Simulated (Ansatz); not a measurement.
# CH7BGeS: a ladder of functionals and wavefunction methods

How much do the methods differ for CH7BGeS? The plan is to run it at one geometry with functionals of several rungs and with coupled cluster, and see how far each lands from CCSD(T) at the basis-set limit for the atomisation energy.

Program: Ansatz 0.2.0, Gaussian basis. Level of theory: functionals in def2-TZVPP, the program's frozen cores in correlated methods. These are calculated values, not measurements.

Plan: PBE-D4, r2SCAN-D4, PBE0-D4, B3LYP-D4, ωB97X-V, ωB97M-V, B2PLYP; CCSD(T)/def2-TZVPP; MP2/def2-QZVPP; extrapolation to the limit.

## Step 1: Structure used throughout

All runs share one geometry, relaxed beforehand with PBE0-D4/def2-TZVP.

SMILES `BS[CH2][GeH3]`, 11 atoms, charge 0, spin multiplicity 1.

Atoms are counted from 1 here; the program's logs count them from 0.

Bond lengths: B1–S2 1.750 Å, B1–H5 1.192 Å, B1–H6 1.194 Å, S2–C3 1.810 Å, C3–Ge4 1.966 Å, C3–H7 1.091 Å, C3–H8 1.089 Å, Ge4–H9 1.535 Å, Ge4–H10 1.536 Å, Ge4–H11 1.540 Å. Angles: S2–B1–H5 115.7°, S2–B1–H6 121.3°, H5–B1–H6 123.0°, B1–S2–C3 105.6°, S2–C3–Ge4 111.8°, S2–C3–H7 107.1°, S2–C3–H8 109.5°, Ge4–C3–H7 109.7°, Ge4–C3–H8 110.4°, H7–C3–H8 108.3°, C3–Ge4–H9 108.6°, C3–Ge4–H10 109.0°, C3–Ge4–H11 109.7°, H9–Ge4–H10 109.8°, H9–Ge4–H11 110.0°, H10–Ge4–H11 109.7°.

## Step 2: PBE-D4 (GGA)

in.yaml reads:

```yaml
crystal:
  periodic: [false, false, false]
  atoms:
    - {symbol: B, position_ang: [-0.762861, 1.994174, 0.596865]}
    - {symbol: S, position_ang: [0.858580, 1.362418, 0.407293]}
    - {symbol: C, position_ang: [0.712787, -0.427417, 0.636845]}
    - {symbol: Ge, position_ang: [0.137386, -1.331688, -1.011691]}
    - {symbol: H, position_ang: [-0.876830, 3.174053, 0.470366]}
    - {symbol: H, position_ang: [-1.682318, 1.275937, 0.848520]}
    - {symbol: H, position_ang: [1.696889, -0.793756, 0.932551]}
    - {symbol: H, position_ang: [0.013799, -0.633897, 1.446628]}
    - {symbol: H, position_ang: [-1.259296, -0.818478, -1.390580]}
    - {symbol: H, position_ang: [1.133328, -1.004787, -2.134046]}
    - {symbol: H, position_ang: [0.093735, -2.853559, -0.782150]}
basis:
  gaussian: {orbitals: def2-TZVPP}
hamiltonian: {xc: pbe, dispersion: d4}
output: {forces: true, orbitals: {seedname: orbitals}}
```

Started as:

```bash
$ ansatz run in.yaml --threads 4 --pin off --events-out ev --progress --plain --max-ram 10444MiB
```

After this run come: r2SCAN-D4 (meta-GGA); PBE0-D4 (hybrid); B3LYP-D4 (hybrid); ωB97X-V (range-separated); ωB97M-V (range-separated); B2PLYP (double hybrid); CCSD(T) in def2-TZVPP; MP2 in def2-QZVPP.

Q: Predict the results of all the runs planned. Wanted: atomisation energy, CCSD(T)/CBS; farthest; mean size of error, hybrid; mean size of error, range-separated; gap, smallest and largest; T1 diagnostic; triples share of the correlation energy.

As calculated:

```
                               quantity                                                   value
        atomisation energy, CCSD(T)/CBS                                               36.840 eV
    functionals within 0.368 eV (1.0 %)  PBE-D4, r2SCAN-D4, PBE0-D4, B3LYP-D4, ωB97X-V, ωB97M-V
                               farthest                                      B2PLYP (-0.457 eV)
             mean size of error, hybrid                                                0.028 eV
    mean size of error, range-separated                                                0.127 eV
              gap, smallest and largest                    4.37 eV (PBE-D4), 10.73 eV (ωB97X-V)
                          T1 diagnostic                                                  0.0134
triples share of the correlation energy                                                   4.0 %
```

In words: PBE-D4 misses by +0.288 eV, or 0.029 eV for each of 10 bonds. Double hybrids carry the basis error of their MP2 part in triple zeta, and no dispersion term here, so their miss is partly the set-up's. The reference freezes the cores and leaves out relativity and excitations past (T), and its outer-core shells are covered unevenly, so misses under about 0.368 eV can't be ranked. Hartree-Fock recovers 75 % of the binding; the rest is correlation. Orbital gaps span 4.4 to 10.7 eV; exact exchange widens them. Correlated methods include outer-core shells of Ge, which these sets cover unevenly.
